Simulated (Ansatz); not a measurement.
# CH5AlBrCl: the cost of one run

Program: Ansatz 0.2.0. Level of theory: RKS B3LYP-D4/def2-SVP. These are calculated values, not measurements.

**1. The starting structure**

Bond lengths: Al1–Br2 2.813 Å, Al1–C3 1.968 Å, Al1–Cl4 2.012 Å, C3–H7 1.094 Å, C3–H8 1.093 Å, C3–H9 1.093 Å. Angles: Br2–Al1–C3 105.8°, Br2–Al1–Cl4 106.0°, C3–Al1–Cl4 140.8°, Al1–C3–H7 110.6°, Al1–C3–H8 109.0°, Al1–C3–H9 115.1°, H7–C3–H8 106.4°, H7–C3–H9 107.4°, H8–C3–H9 107.9°.

Coordinates:

```xyz
9

Al    0.2119    0.6639   -0.3149
Br    2.5477   -0.8742   -0.0132
C    -1.2772   -0.6225   -0.3523
Cl    0.7940    2.3989   -1.1512
H     1.5686    0.2772    1.2902
H     0.8470    0.8727    1.5753
H    -1.0181   -1.4933   -0.9621
H    -1.4514   -0.9956    0.6602
H    -2.2225   -0.2273   -0.7320
```

**2. A restrained relaxation towards end A**

Springs on the bonds that form and break draw the guess towards this end; the thresholds are loose.

input.yaml

```yaml
crystal:
  periodic: [false, false, false]
  atoms:
    - { symbol: Al, position_ang: [0.2119, 0.6639, -0.3149] }
    - { symbol: Br, position_ang: [2.5477, -0.8742, -0.0132] }
    - { symbol: C, position_ang: [-1.2772, -0.6225, -0.3523] }
    - { symbol: Cl, position_ang: [0.794, 2.3989, -1.1512] }
    - { symbol: H, position_ang: [1.5686, 0.2772, 1.2902] }
    - { symbol: H, position_ang: [0.847, 0.8727, 1.5753] }
    - { symbol: H, position_ang: [-1.0181, -1.4933, -0.9621] }
    - { symbol: H, position_ang: [-1.4514, -0.9956, 0.6602] }
    - { symbol: H, position_ang: [-2.2225, -0.2273, -0.732] }
basis:
  gaussian: { orbitals: def2-SVP }
hamiltonian:
  xc: b3lyp
  dispersion: d4
relax:
  f_tol: 0.15
  max_steps: 25
  restrain:
    - { distance: [0, 5], at: 2.82, k: 30.0 }
    - { distance: [4, 1], at: 2.81, k: 30.0 }
    - { distance: [0, 1], at: 2.41, k: 30.0 }
    - { distance: [4, 5], at: 0.62, k: 30.0 }
```

Launch:

```bash
> ansatz run input.yaml --threads 2 --pin off --max-ram 3072MiB --backend cpu --events-out ev --progress --plain --runs-dir out
```

Q: Estimate wall time and peak memory on 2 threads of Arm Neoverse V1, shared host.

About 29 s, with a peak of 0.26 GiB.
